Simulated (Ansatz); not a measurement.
**CH4BFO: up Jacob's ladder to CCSD(T)**

The task here is to estimate one member of a computed series from the others.

The runs use Ansatz 0.2.0, Gaussian basis; functionals in def2-TZVPP, the program's frozen cores in correlated methods.

The runs, in order: LDA (SPW92), PBE-D4, revPBE-D4, BLYP-D4, r2SCAN-D4, B97M-V, PBE0-D4, B3LYP-D4, r2SCANh-D4, r2SCAN0-D4, HSE06-D4, BHLYP-D4, CAM-B3LYP-D4, LC-ωPBE, ωB97X-V, ωB97M-V, B2PLYP, PBE-QIDH; CCSD(T)/def2-SVP; CCSD(T)/def2-TZVPP; MP2/def2-QZVPP; extrapolation to the limit; RPA on PBE.

### The geometry

All runs share one geometry, relaxed beforehand with PBE0-D4 in a triple-zeta def2 set.

SMILES `OCBF`, 8 atoms, charge 0, spin multiplicity 1.

Atoms are counted from 1 here; the program's logs count them from 0.

Bond lengths: O1–C2 1.408 Å, O1–H5 0.959 Å, C2–B3 1.560 Å, C2–H6 1.105 Å, C2–H7 1.105 Å, B3–F4 1.317 Å, B3–H8 1.201 Å. Angles: C2–O1–H5 108.9°, O1–C2–B3 113.4°, O1–C2–H6 112.5°, O1–C2–H7 112.5°, B3–C2–H6 106.7°, B3–C2–H7 106.6°, H6–C2–H7 104.5°, C2–B3–F4 121.5°, C2–B3–H8 120.7°, F4–B3–H8 117.8°.

Set-up of the first run:

Input file in.yaml:

```yaml
crystal:
  periodic: [false, false, false]
  atoms:
    - {symbol: O, position_ang: [-1.240479, 0.762554, -0.169274]}
    - {symbol: C, position_ang: [0.117869, 0.425000, -0.013594]}
    - {symbol: B, position_ang: [0.368617, -1.112004, 0.076042]}
    - {symbol: F, position_ang: [-0.622888, -1.976734, 0.007249]}
    - {symbol: H, position_ang: [-1.319117, 1.717475, -0.217297]}
    - {symbol: H, position_ang: [0.563052, 0.872021, 0.893711]}
    - {symbol: H, position_ang: [0.744177, 0.799850, -0.843376]}
    - {symbol: H, position_ang: [1.480968, -1.545363, 0.210840]}
basis:
  gaussian: {orbitals: def2-TZVPP}
hamiltonian: {xc: lda}
output: {orbitals: {seedname: orbitals}}
```

Among the steps run: LDA; PBE-D4 (GGA); revPBE-D4 (GGA); BLYP-D4 (GGA); r2SCAN-D4 (meta-GGA); B97M-V (meta-GGA); PBE0-D4 (hybrid); B3LYP-D4 (hybrid); r2SCANh-D4 (hybrid); r2SCAN0-D4 (hybrid); HSE06-D4 (hybrid); BHLYP-D4 (hybrid); CAM-B3LYP-D4 (range-separated); LC-ωPBE (range-separated); ωB97X-V (range-separated); ωB97M-V (range-separated); B2PLYP (double hybrid); PBE-QIDH (double hybrid).

One table of the session follows, with a row left open; its other results are not shown here.

It belongs to the step «Frontier levels by functional». 

| functional | HOMO (eV) | gap (eV) |
| --- | --- | --- |
| LDA (SPW92) | -6.64 | 4.85 |
| PBE-D4 | -6.49 | 4.98 |
| revPBE-D4 | -6.43 | 5.05 |
| BLYP-D4 | -6.41 | 5.01 |
| r2SCAN-D4 | ? | ? |
| B97M-V | -7.01 | 5.85 |
| PBE0-D4 | -8.19 | 7.72 |
| B3LYP-D4 | -7.94 | 7.19 |
| r2SCANh-D4 | -7.49 | 6.76 |
| r2SCAN0-D4 | -8.45 | 8.24 |
| HSE06-D4 | -7.78 | 6.93 |
| BHLYP-D4 | -9.85 | 10.39 |
| CAM-B3LYP-D4 | -9.69 | 10.30 |
| LC-ωPBE | -11.03 | 12.92 |
| ωB97X-V | -10.70 | 12.48 |
| ωB97M-V | -10.64 | 12.13 |

Estimate the missing values for r2SCAN-D4.

Worked estimate for «HOMO (eV)». Against the share of exact exchange, r2SCANh-D4 (0.1, -7.49), r2SCAN0-D4 (0.25, -8.45) give a slope of -6.40 per unit share; at 0 the line stands at -6.85.

The run gave: HOMO (eV): -6.86; gap (eV): 5.77. In «HOMO (eV)» the line misses by +0.01.
